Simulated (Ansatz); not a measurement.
**GaSiH₂ (doublet): from Hartree-Fock to the top rungs, cc-pVTZ**

The task here is to estimate one member of a computed series from the others.

Method: cc-pVTZ, core rule «outside noble gas», up to 19 orbitals frozen; program: Ansatz 0.2.0, Gaussian basis.

The runs, in order: UHF; CCSD(T) on ROHF; CCSD(T) on UHF; BCCD(T) on ROHF; CCSDT(Q) on ROHF; CCSDT(Q) on UHF; CASSCF and MRCISD+Q, 9 electrons in 10 orbitals; CASSCF and NEVPT2, 9 electrons in 10 orbitals.

3 further runs of the same task are left out: 3 set aside as unsound or not needed. Runs told in other sessions of the task aren't counted.

### The system

The geometry is a PBE0/def2-TZVP stationary point (not a proven minimum). No spin-orbit coupling is included. The filled d shell of Ga may be among the frozen orbitals whatever the setting's name suggests.

4 atoms, charge 0, spin multiplicity 2.

Atoms are counted from 1 here; the program's logs count them from 0.

Bond lengths: Si1–Ga2 2.527 Å, Si1–H3 1.499 Å, Si1–H4 1.499 Å. Angles: Ga2–Si1–H3 127.3°, Ga2–Si1–H4 127.3°, H3–Si1–H4 105.5°.

The first run:

File in.yaml:

```yaml
crystal:
  periodic: [false, false, false]
  atoms:
    - {symbol: Si, position_ang: [0.000000, 0.000000, 1.746816]}
    - {symbol: Ga, position_ang: [0.000000, 0.000000, -0.780395]}
    - {symbol: H, position_ang: [0.000000, -1.193304, 2.654570]}
    - {symbol: H, position_ang: [0.000000, 1.193304, 2.654570]}
basis:
  gaussian: {orbitals: cc-pVTZ}
magnetization: {spin_polarized: true, initial_magnetization: 1}
hamiltonian: {xc: hf}
output: {orbitals: {seedname: orbitals}}
```

Launch:

```bash
$ ansatz run in.yaml --threads 1 --pin off --events-out ev --progress --plain --max-ram 4096MiB --backend cpu
```

Among the steps run: UHF; CCSD(T) on ROHF; CCSD(T) on UHF; BCCD(T) on ROHF; CCSDT(Q) on ROHF; CCSDT(Q) on UHF; CASSCF and MRCISD+Q, 9 electrons in 10 orbitals; CASSCF and NEVPT2, 9 electrons in 10 orbitals.

One of the session's tables, all rows but one given; the rest of the session is left out.

It belongs to the step «Misses and costs». 

| method | from UCCSDT(Q) (meV) |
| --- | --- |
| ROHF | +5609.8 |
| UHF | +5496.5 |
| RMP2 | +1188.1 |
| UMP2 | +1216.8 |
| RCCSD | +249.1 |
| UCCSD | +244.6 |
| RCCSD(T) | +47.2 |
| UCCSD(T) | +47.8 |
| BCCD(T) | ? |
| RCCSDT | +11.0 |
| UCCSDT | +10.1 |
| RCCSDT(Q) | +0.9 |
| UCCSDT(Q) | 0 |
| CASSCF valence | +3651.3 |
| NEVPT2 valence | +1032.5 |
| MRCISD valence | +316.0 |
| MRCISD+Q valence | +61.3 |

Estimate the missing values for BCCD(T).

**Answer.** from UCCSDT(Q) (meV): +46.6. In the column «from UCCSDT(Q) (meV)» it lies between RCCSDT (+11.0) and RCCSD(T) (+47.2).

With the free atoms at the same levels and basis (separate runs), the atomisation energy is 8.337 eV at UCCSDT(Q), 8.325 eV at RCCSD(T), 8.319 eV at UCCSD(T), 6.337 eV at ROHF.

Limits of these values: Restricted and unrestricted rows rest on different reference determinants; a gap between their highest levels can come from leftover correlation error, from unlike frozen cores or from another state.
